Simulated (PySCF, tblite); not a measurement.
# C₈H₈FN: geometry, infrared bands and NMR shifts

Aim: predict the infrared bands and NMR shifts of C₈H₈FN (`C=Nc1ccc(C)cc1F`).

The runs use tblite 0.8.0 and PySCF 2.14.0, with density-fitted response routines of our own; the level of theory stands in each step. All values are computed, except where a source is named. Atoms are numbered from 0 throughout.

## Step 1: Starting geometry

18 atoms, charge 0, multiplicity 1; geometry from: force field or distance geometry start.

Bonds of the start (Å): C0–N1 1.27, N1–C2 1.42, C2–C3 1.38, C3–C4 1.40, C4–C5 1.41, C5–C6 1.51, C5–C7 1.39, C7–C8 1.40, C8–F9 1.34, C8–C2 1.40, C0–H10 1.11, C0–H11 1.10, C3–H12 1.11, C4–H13 1.08, C6–H14 1.10, C6–H15 1.08, C6–H16 1.10, C7–H17 1.09.

## Step 2: Relaxing the molecule with GFN2-xTB

Job settings and geometry (Å):

```
{"job": {"kind": "relax", "xc": "GFN2-xTB", "basis": "xTB"}, "charge": 0, "multiplicity": 1}
C     -3.467500     0.046500    -0.444800
N     -2.696200    -0.546100     0.376000
C     -1.298300    -0.331100     0.248700
C     -0.578200     0.026500     1.376300
C      0.803900     0.226500     1.324700
C      1.481600     0.093000     0.098800
C      2.973800     0.284900     0.033000
C      0.774000    -0.277000    -1.034100
C     -0.604500    -0.491500    -0.959000
F     -1.268300    -0.845500    -2.073000
H     -4.566800    -0.110000    -0.372000
H     -3.134600     0.730400    -1.236900
H     -1.098000     0.122400     2.346800
H      1.348700     0.491600     2.222000
H      3.301000     1.035200     0.770000
H      3.276100     0.640600    -0.939900
H      3.480700    -0.663000     0.245600
H      1.263800    -0.427100    -1.993700
```

Started as:

```
> OMP_NUM_THREADS=1 python probes_run.py task.json out
```

This one command runs all jobs of the session in turn.

**Question.** This job is followed by: GFN2-xTB harmonic vibrations, gas phase; GIAO PBE0/pcSseg-1 NMR shielding, non-relativistic, gas phase. What will the session give for the following? strongest single infrared mode (GFN2-xTB); zero-point energy (GFN2-xTB); ¹³C shifts against TMS (PBE0/pcSseg-1); ¹H shifts against TMS (PBE0/pcSseg-1, means over atoms taken as alike); ¹⁵N shifts against NH3 (PBE0/pcSseg-1); ¹⁹F shifts against CFCl3 (PBE0/pcSseg-1).

The runs gave:

| quantity | value |
| --- | --- |
| strongest single infrared mode (GFN2-xTB) | 2913 cm⁻¹, 74 km/mol |
| zero-point energy (GFN2-xTB) | 85.5 kcal/mol |
| ¹³C shifts against TMS (PBE0/pcSseg-1) | 161.0, 159.7, 141.9, 141.2, 132.8, 130.0, 122.1, 23.6 ppm |
| ¹H shifts against TMS (PBE0/pcSseg-1, means over atoms taken as alike) | 7.83, 7.79, 7.41, 7.26, 7.26, 2.48 ppm |
| ¹⁵N shifts against NH3 (PBE0/pcSseg-1) | 396.4 ppm |
| ¹⁹F shifts against CFCl3 (PBE0/pcSseg-1) | -148.3 ppm |

What this shows: The optimisation took 52 steps and gained 0.129 eV; among the close pairs (by a distance rule), N1–C2 changed most, from 1.420 to 1.381 Å. The lowest mode is imaginary (23i cm⁻¹), so the xTB geometry is not a minimum. The strongest single mode, at 2913 cm⁻¹, moves mainly H11. GFN2-xTB is a fitted tight-binding method: band positions and strengths are rough. Its intensities can rank the bands wrongly. At PBE0/pcSseg-1: Shielding is most anisotropic at N1 (span 708 ppm, paramagnetic term -456 ppm). NICS(1)zz of -25 ppm above the planar ring from C2 marks a diatropic (aromatic) ring current.
